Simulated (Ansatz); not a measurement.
**Li5Sb2: relaxing the atoms in a fixed cell**

The start is Li5Sb2, a known structure type filled with other elements, at an estimated volume. Where does it settle when we relax the atoms in a fixed cell, and what is it like there?

Method: DFT, r2SCAN, no spin polarisation, plane waves, PAW, in Ansatz 0.2.0.

## Step 1: Geometry

The structure is trigonal, space group R-3m (No. 166). The conventional cell has a = 4.765 Å, b = 4.765 Å, c = 19.935 Å, α = 90.00°, β = 90.00°, γ = 120.00°. Around Sb (site symmetry 3m) lie 7 Li at 2.74 to 2.95 Å and 1 Sb at 2.90 Å. Around Li (site symmetry -3m) lie 8 Li at 2.88 to 2.95 Å. Around Li (site symmetry 3m) lie 4 Sb at 2.74 to 2.93 Å and 4 Li at 2.83 to 2.88 Å. Li (site symmetry 3m) has 5 Li at 2.83 to 2.95 Å and 3 Sb at 2.95 Å as nearest neighbours.

As a file:

```cif
data_structure
_symmetry_space_group_name_H-M 'P 1'
_symmetry_Int_Tables_number 1
_cell_length_a 4.7651
_cell_length_b 4.7651
_cell_length_c 7.1920
_cell_angle_alpha 109.346
_cell_angle_beta 109.346
_cell_angle_gamma 60.000
_cell_volume 130.67
loop_
_atom_site_label
_atom_site_type_symbol
_atom_site_fract_x
_atom_site_fract_y
_atom_site_fract_z
_atom_site_occupancy
Sb1 Sb 0.07270 0.07270 0.21810 1
Sb2 Sb 0.92730 0.92730 0.78190 1
Li1 Li 0.50000 0.50000 0.50000 1
Li2 Li 0.21000 0.21000 0.63000 1
Li3 Li 0.79000 0.79000 0.37000 1
Li4 Li 0.35200 0.35200 0.05600 1
Li5 Li 0.64800 0.64800 0.94400 1
```

The first density is read from a saved solution for the starting cell.

## Step 2: The relaxation

The input, input.yaml:

```yaml
crystal:
  lattice:
    - [2.38254, 4.12668, 0.0]
    - [-2.38254, 4.12668, 0.0]
    - [0.0, -2.75112, 6.644975]
  atoms:
    - { symbol: Sb, position: [0.0727, 0.0727, 0.2181] }
    - { symbol: Sb, position: [0.9273, 0.9273, 0.7819] }
    - { symbol: Li, position: [0.5, 0.5, 0.5] }
    - { symbol: Li, position: [0.21, 0.21, 0.63] }
    - { symbol: Li, position: [0.79, 0.79, 0.37] }
    - { symbol: Li, position: [0.352, 0.352, 0.056] }
    - { symbol: Li, position: [0.648, 0.648, 0.944] }
  symmetry: { tolerance: 0.0003 }
kpoints:
  mp_grid: { grid: [6, 6, 6], shift: [0, 0, 0] }
magnetization:
  spin_polarized: false
scf:
  occupations: { method: fermi_dirac }
  lower_state_search: "off"
hamiltonian:
  pseudopotentials: { kind: paw }
  xc: r2scan
basis:
  ecutwfc: 500
  fft_grid_basis: typed
relax:
  max_steps: 40
  f_tol: 0.03
output:
  forces: true
  stress: true
  eigenvalues: true
  bader: true
  populations: true
  elf: true
  write_potential: true
  volumetric_format: npy
  dos:
    e_range: [-12, 8]
    de: 0.05
    projected: { site_lists: { Li: [Li], Sb: [Sb] } }
checkpoint:
  read: saved_state
```

On the command line:

```
> ansatz run input.yaml --threads 2 --pin off --max-ram 3584MiB --backend cpu --events-out ev --progress --plain --runs-dir out
```

What does the calculation give? Wanted: moves; energy gained; largest move; pressure left in the fixed cell; character; Bader charges.

The runs gave:

```
                                                 quantity                          value
                                                    moves                              5
                                            energy gained                  54.1 meV/atom
                                             largest move                    0.20 Å (Li)
                     space group (0.01 Å), before / after                    R-3m / R-3m
                          pressure left in the fixed cell                        0.0 GPa
                                                character                          metal
density of states, mean within 0.25 eV of the Fermi level            1.3 per eV per cell
                                            Bader charges  Sb -2.16, Li +0.85 to +0.87 e
```

What this shows: In the fixed cell the largest move of an atom is 0.20 Å; the energy fell by 54.1 meV per atom. With 12 symmetry operations imposed, the end may be a saddle point towards distortions that break them. The cell is metallic; within 0.25 eV of the Fermi level the density of states averages 1.3 per eV per cell, mostly Sb p (73 %) and Li s (12 %). By Bader's partition Li gives up most (+0.86 e) and Sb takes most (-2.16 e).

Limits of this run: the SCF threshold is loose for a stress.
